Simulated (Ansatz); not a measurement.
# Alloy of Si and Ge (40 of 128 Si sites exchanged), 128 atoms

Aim: relax the alloy cell and compare the gap by PBEsol and HSE06.

Method: density functional theory in Ansatz 0.2.0, PAW datasets, plane waves.

## 1. The starting cell

128 atoms (40 Ge, 88 Si); a = 15.579 Å, b = 15.579 Å, c = 15.579 Å, α = 60.00°, β = 60.00°, γ = 60.00°. All atoms were shaken off their sites by about 0.02 Å along each axis.

Plan of the steps: (2) PBEsol cell relaxation at the single k point (½, ½, ½), on 1 × NVIDIA GB300 Max-Q with 8 threads of Arm Neoverse-V2; (3) HSE06 single point at the Γ point alone, on 1 × NVIDIA GB300 Max-Q with 8 threads of Arm Neoverse-V2.

## 2. Relaxing cell and atoms with PBEsol

in.yaml

```yaml
crystal:
  lattice:
    - [0.000000, 11.016117, 11.016117]
    - [11.016117, 0.000000, 11.016117]
    - [11.016117, 11.016117, 0.000000]
  atoms:
    - { symbol: Ge, position: [0.002289, 0.001290, 0.998524] }
    - { symbol: Ge, position: [0.000749, 0.501328, 0.999660] }
    - { symbol: Ge, position: [0.998204, 0.999999, 0.501943] }
    - { symbol: Ge, position: [0.252409, 0.749466, 0.249719] }
    - { symbol: Ge, position: [0.751314, 0.250151, 0.750974] }
    - { symbol: Ge, position: [0.748850, 0.750085, 0.751337] }
    - { symbol: Ge, position: [0.565297, 0.062450, 0.061009] }
    - { symbol: Ge, position: [0.061859, 0.562178, 0.562263] }
    - { symbol: Ge, position: [0.809155, 0.811822, 0.815030] }
    - { symbol: Ge, position: [0.000393, 0.997038, 0.250874] }
    - { symbol: Ge, position: [0.498498, 0.001870, 0.248313] }
    - { symbol: Ge, position: [0.750885, 0.748039, 0.999691] }
    - { symbol: Ge, position: [0.501704, 0.500038, 0.751260] }
    - { symbol: Ge, position: [0.314235, 0.810325, 0.063232] }
    - { symbol: Ge, position: [0.560666, 0.562440, 0.312993] }
    - { symbol: Ge, position: [0.812143, 0.314354, 0.561260] }
    - { symbol: Ge, position: [0.062801, 0.560468, 0.812115] }
    - { symbol: Ge, position: [0.811243, 0.811908, 0.562660] }
    - { symbol: Ge, position: [0.501035, 0.748700, 0.001984] }
    - { symbol: Ge, position: [0.249365, 0.998587, 0.749417] }
    - { symbol: Ge, position: [0.752187, 0.500217, 0.247472] }
    - { symbol: Ge, position: [0.498050, 0.750481, 0.500237] }
    - { symbol: Ge, position: [0.747965, 0.501789, 0.748206] }
    - { symbol: Ge, position: [0.814443, 0.066166, 0.308807] }
    - { symbol: Ge, position: [0.563124, 0.310580, 0.564186] }
    - { symbol: Ge, position: [0.562963, 0.809840, 0.564596] }
    - { symbol: Ge, position: [0.810894, 0.564833, 0.811536] }
    - { symbol: Ge, position: [0.748828, 0.000823, 0.998381] }
    - { symbol: Ge, position: [0.251613, 0.499279, 0.999395] }
    - { symbol: Ge, position: [0.498675, 0.247009, 0.252697] }
    - { symbol: Ge, position: [0.500321, 0.749394, 0.247779] }
    - { symbol: Ge, position: [0.001137, 0.748646, 0.748934] }
    - { symbol: Ge, position: [0.814428, 0.060707, 0.063433] }
    - { symbol: Ge, position: [0.065472, 0.310805, 0.313375] }
    - { symbol: Ge, position: [0.313607, 0.561088, 0.062494] }
    - { symbol: Ge, position: [0.563940, 0.312614, 0.312937] }
    - { symbol: Ge, position: [0.058932, 0.812956, 0.316301] }
    - { symbol: Ge, position: [0.063387, 0.314651, 0.810678] }
    - { symbol: Ge, position: [0.814949, 0.559505, 0.560683] }
    - { symbol: Ge, position: [0.060443, 0.811503, 0.812352] }
    - { symbol: Si, position: [0.501337, 0.998758, 0.998496] }
    - { symbol: Si, position: [0.248039, 0.250616, 0.252582] }
    - { symbol: Si, position: [0.497042, 0.502616, 0.998798] }
    - { symbol: Si, position: [0.498783, 0.004268, 0.498179] }
    - { symbol: Si, position: [0.749150, 0.250972, 0.249852] }
    - { symbol: Si, position: [0.999818, 0.500724, 0.496924] }
    - { symbol: Si, position: [0.248755, 0.249899, 0.750239] }
    - { symbol: Si, position: [0.501459, 0.500117, 0.498518] }
    - { symbol: Si, position: [0.749141, 0.749304, 0.247882] }
    - { symbol: Si, position: [0.247645, 0.750569, 0.751327] }
    - { symbol: Si, position: [0.063320, 0.059659, 0.062236] }
    - { symbol: Si, position: [0.064523, 0.565498, 0.058616] }
    - { symbol: Si, position: [0.062532, 0.061551, 0.561664] }
    - { symbol: Si, position: [0.313412, 0.312032, 0.312733] }
    - { symbol: Si, position: [0.560910, 0.566420, 0.062743] }
    - { symbol: Si, position: [0.560950, 0.062215, 0.562972] }
    - { symbol: Si, position: [0.811153, 0.313556, 0.313599] }
    - { symbol: Si, position: [0.312386, 0.811318, 0.313477] }
    - { symbol: Si, position: [0.313858, 0.312399, 0.812572] }
    - { symbol: Si, position: [0.564389, 0.563931, 0.561447] }
    - { symbol: Si, position: [0.812172, 0.811843, 0.315768] }
    - { symbol: Si, position: [0.812376, 0.315978, 0.809490] }
    - { symbol: Si, position: [0.311921, 0.811730, 0.811609] }
    - { symbol: Si, position: [0.250628, 0.249348, 0.998217] }
    - { symbol: Si, position: [0.749573, 0.252254, 0.999935] }
    - { symbol: Si, position: [0.998862, 0.497131, 0.248095] }
    - { symbol: Si, position: [0.253154, 0.750139, 0.998936] }
    - { symbol: Si, position: [0.998894, 0.003912, 0.748788] }
    - { symbol: Si, position: [0.253720, 0.248921, 0.500360] }
    - { symbol: Si, position: [0.498706, 0.501291, 0.250132] }
    - { symbol: Si, position: [0.501385, 0.998724, 0.749714] }
    - { symbol: Si, position: [0.747078, 0.251815, 0.500380] }
    - { symbol: Si, position: [0.996381, 0.502776, 0.747211] }
    - { symbol: Si, position: [0.251620, 0.750389, 0.498743] }
    - { symbol: Si, position: [0.751189, 0.748716, 0.497848] }
    - { symbol: Si, position: [0.063625, 0.062293, 0.312433] }
    - { symbol: Si, position: [0.309963, 0.311738, 0.065215] }
    - { symbol: Si, position: [0.562499, 0.063777, 0.309925] }
    - { symbol: Si, position: [0.812128, 0.313849, 0.062925] }
    - { symbol: Si, position: [0.059233, 0.563772, 0.315457] }
    - { symbol: Si, position: [0.062358, 0.061515, 0.815079] }
    - { symbol: Si, position: [0.312870, 0.314381, 0.560725] }
    - { symbol: Si, position: [0.813372, 0.811567, 0.061913] }
    - { symbol: Si, position: [0.561575, 0.063722, 0.811964] }
    - { symbol: Si, position: [0.313644, 0.812896, 0.564015] }
    - { symbol: Si, position: [0.560754, 0.562669, 0.814937] }
    - { symbol: Si, position: [0.001530, 0.247362, 0.998431] }
    - { symbol: Si, position: [0.248190, 0.000031, 0.251601] }
    - { symbol: Si, position: [0.500442, 0.248637, 0.000977] }
    - { symbol: Si, position: [0.747131, 0.003046, 0.247809] }
    - { symbol: Si, position: [0.998778, 0.752027, 0.000314] }
    - { symbol: Si, position: [0.997512, 0.249563, 0.502009] }
    - { symbol: Si, position: [0.247607, 0.498777, 0.249870] }
    - { symbol: Si, position: [0.498852, 0.250560, 0.497903] }
    - { symbol: Si, position: [0.750049, 0.001845, 0.751334] }
    - { symbol: Si, position: [0.000595, 0.749678, 0.500190] }
    - { symbol: Si, position: [0.248297, 0.499493, 0.750021] }
    - { symbol: Si, position: [0.065704, 0.310561, 0.063380] }
    - { symbol: Si, position: [0.311317, 0.063530, 0.312223] }
    - { symbol: Si, position: [0.561036, 0.310468, 0.065305] }
    - { symbol: Si, position: [0.066627, 0.813902, 0.063029] }
    - { symbol: Si, position: [0.061960, 0.313046, 0.563182] }
    - { symbol: Si, position: [0.313744, 0.561664, 0.313478] }
    - { symbol: Si, position: [0.561336, 0.814910, 0.062468] }
    - { symbol: Si, position: [0.314587, 0.062835, 0.809803] }
    - { symbol: Si, position: [0.812047, 0.562518, 0.312511] }
    - { symbol: Si, position: [0.810330, 0.066033, 0.811266] }
    - { symbol: Si, position: [0.063069, 0.815132, 0.558945] }
    - { symbol: Si, position: [0.312569, 0.565590, 0.812347] }
    - { symbol: Si, position: [0.248684, 0.999905, 0.000392] }
    - { symbol: Si, position: [0.998539, 0.250542, 0.249031] }
    - { symbol: Si, position: [0.248756, 0.000513, 0.501599] }
    - { symbol: Si, position: [0.748702, 0.500229, 0.998617] }
    - { symbol: Si, position: [0.751969, 0.999820, 0.501431] }
    - { symbol: Si, position: [0.998571, 0.751028, 0.250550] }
    - { symbol: Si, position: [0.998778, 0.248354, 0.750205] }
    - { symbol: Si, position: [0.250887, 0.502837, 0.499538] }
    - { symbol: Si, position: [0.498630, 0.248791, 0.750615] }
    - { symbol: Si, position: [0.751717, 0.500640, 0.498355] }
    - { symbol: Si, position: [0.500743, 0.751593, 0.749031] }
    - { symbol: Si, position: [0.313611, 0.064978, 0.061160] }
    - { symbol: Si, position: [0.312797, 0.058649, 0.561710] }
    - { symbol: Si, position: [0.812717, 0.562612, 0.062930] }
    - { symbol: Si, position: [0.811363, 0.064012, 0.564906] }
    - { symbol: Si, position: [0.311488, 0.563968, 0.560622] }
    - { symbol: Si, position: [0.564190, 0.812319, 0.310138] }
    - { symbol: Si, position: [0.565372, 0.311555, 0.812704] }
    - { symbol: Si, position: [0.563487, 0.811600, 0.812985] }
kpoints:
  mp_grid: { grid: [1, 1, 1], shift: [0.5, 0.5, 0.5] }
hamiltonian:
  xc: pbesol
scf:
  occupations: { method: fermi_dirac, width: 0.01 }
relax:
  f_tol: 0.03
  max_steps: 80
  escape_saddle: false
  adjacent_minimum: "off"
  cell: { fix: [shape] }
output:
  forces: true
  eigenvalues: true
  populations: true
```

Started as:

```console
$ ansatz run in.yaml --threads 8 --pin off --max-ram 118750MiB --runs-dir r --events-out ev --progress --plain --backend cuda --devices 0,
```

Further steps of the session: HSE06 on the final geometry.

Q: Predict the outcome of this session. Wanted: for each run, top filled to lowest empty.

**Answer**, as computed:

```
             level           time   k points  top filled to lowest empty (eV)
PBEsol, relaxation     11 s (GPU)  (½, ½, ½)                             0.91
             HSE06  1.8 min (GPU)          Γ                             1.17
```

| quantity | value |
| --- | --- |
| relaxation | 5 recorded steps, 2.02 eV gained |
| largest shift | 0.10 Å (Si66) |
| relaxed cell | a = 15.556 Å, b = 15.556 Å, c = 15.556 Å, α = 60.00°, β = 60.00°, γ = 60.00° |
| mean bonds | Ge–Ge 2.438, Ge–Si 2.395, Si–Si 2.358 Å |

**What this shows.** The relaxation lowers the energy by 2.02 eV; the largest shift is 0.10 Å (Si66), while the volume changes by -0.4 %. The mean lengths of the listed bonds run from Si–Si 2.36 Å to Ge–Ge 2.44 Å. Rows on different k points differ by sampling as well as by level. Spin–orbit coupling is left out, which matters for the band edges of the heavier elements here. With one k point the spacing samples only the states that fold onto it, so it can exceed the gap over the zone.
